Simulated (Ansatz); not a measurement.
# Si₂H₄S₂ (SMILES [SiH2]1S[SiH2]S1): a rigid scan of the bond length Si3–H7

Aim: the energy along the bond length Si3–H7, from CCSD(T) and from cheaper methods, relative to the minimum. No other atom is relaxed.

The runs use Ansatz 0.2.0, Gaussian basis; single points in def2-TZVPP.

Levels: PBE-D4, r2SCAN-D4, PBE0-D4, B3LYP-D4, wB97M-V, Hartree-Fock, MP2, CCSD, CCSD(T). The scan takes 1.335, 1.364, 1.408, 1.459, 1.515, 1.576, 1.641, 1.709, 1.780 Å.

Correlated methods freeze the cores. B3LYP uses VWN-RPA correlation.

28 further runs of the same task are left out: 28 set aside as unsound or not needed.

**1. The system as given**

The minimum, relaxed at PBE0-D4: 8 atoms, charge 0, spin multiplicity 1.

Atoms are counted from 1 here; the program's logs count them from 0.

Bond lengths: Si1–S2 2.140 Å, Si1–S4 2.140 Å, Si1–H5 1.483 Å, Si1–H6 1.483 Å, S2–Si3 2.140 Å, Si3–S4 2.140 Å, Si3–H7 1.483 Å, Si3–H8 1.483 Å. Angles: S2–Si1–S4 99.4°, S2–Si1–H5 112.1°, S2–Si1–H6 112.1°, S4–Si1–H5 112.1°, S4–Si1–H6 112.1°, H5–Si1–H6 109.0°, Si1–S2–Si3 80.6°, S2–Si3–S4 99.4°, S2–Si3–H7 112.1°, S2–Si3–H8 112.1°, S4–Si3–H7 112.1°, S4–Si3–H8 112.1°, H7–Si3–H8 109.0°, Si1–S4–Si3 80.6°.

As a file:

```
atom     x (Å)     y (Å)     z (Å)
 Si1   0.03031   1.32411  -0.38815
  S2   1.03250  -0.37095  -1.22716
 Si3  -0.00753  -1.33843   0.37405
  S4  -1.01417   0.35570   1.20959
  H5   0.98374   2.34588   0.10795
  H6  -0.89688   1.95853  -1.35611
  H7  -0.95831  -2.36431  -0.11863
  H8   0.92244  -1.96763   1.34276
```

Energies of the minimum (eV), from earlier single points: PBE-D4 -37478.02740, r2SCAN-D4 -37492.56087, PBE0-D4 -37481.44412, B3LYP-D4 -37497.74986, wB97M-V -37492.96453, CCSD(T) -37445.19806.

At the minimum the bond length Si3–H7 is 1.483 Å.

**2. Si3–H7 = 1.335 Å**

Input file ccsdt-tzvpp/in.yaml:

```yaml
crystal:
  periodic: [false, false, false]
  atoms:
    - {symbol: Si, position_ang: [0.030312, 1.324111, -0.388150]}
    - {symbol: S, position_ang: [1.032504, -0.370946, -1.227157]}
    - {symbol: Si, position_ang: [-0.007527, -1.338434, 0.374047]}
    - {symbol: S, position_ang: [-1.014172, 0.355696, 1.209591]}
    - {symbol: H, position_ang: [0.983735, 2.345879, 0.107949]}
    - {symbol: H, position_ang: [-0.896883, 1.958529, -1.356113]}
    - {symbol: H, position_ang: [-0.863454, -2.261960, -0.069476]}
    - {symbol: H, position_ang: [0.922441, -1.967629, 1.342763]}
basis:
  gaussian: {orbitals: def2-TZVPP}
correlation: {method: ccsd_t}
```

No record of the launch command was kept for these runs.

After this run come: Si3–H7 = 1.364 Å; Si3–H7 = 1.408 Å; Si3–H7 = 1.459 Å; Si3–H7 = 1.515 Å; Si3–H7 = 1.576 Å; Si3–H7 = 1.641 Å; Si3–H7 = 1.709 Å; Si3–H7 = 1.780 Å.

**Question.** What will these runs give? Wanted: highest point, CCSD(T); lowest point, CCSD(T); minimum along the scan, CCSD(T); RMS deviation from CCSD(T); largest T1 diagnostic.

The runs gave:

```
                       quantity                                                                                                            value
         highest point, CCSD(T)                                                                                         12.7 kcal/mol at 1.780 Å
          lowest point, CCSD(T)                                                                                          0.0 kcal/mol at 1.483 Å
minimum along the scan, CCSD(T)                                                                                                          1.476 Å
                curvature there                                                                                                       18.5 eV/Å²
     RMS deviation from CCSD(T)  PBE-D4 1.1, r2SCAN-D4 0.4, PBE0-D4 0.4, B3LYP-D4 0.2, wB97M-V 0.2, Hartree-Fock 0.8, MP2 0.4, CCSD 0.2 kcal/mol
          largest T1 diagnostic                                                                                                            0.012
```

**Reading.** A polynomial through the near points puts the CCSD(T) minimum 0.007 Å below the PBE0-D4 value. It is steeper on the short side than on the long one. Curvature against CCSD(T): PBE-D4 -9 %, Hartree-Fock +8 %. CCSD follows the CCSD(T) curve best and PBE-D4 worst.
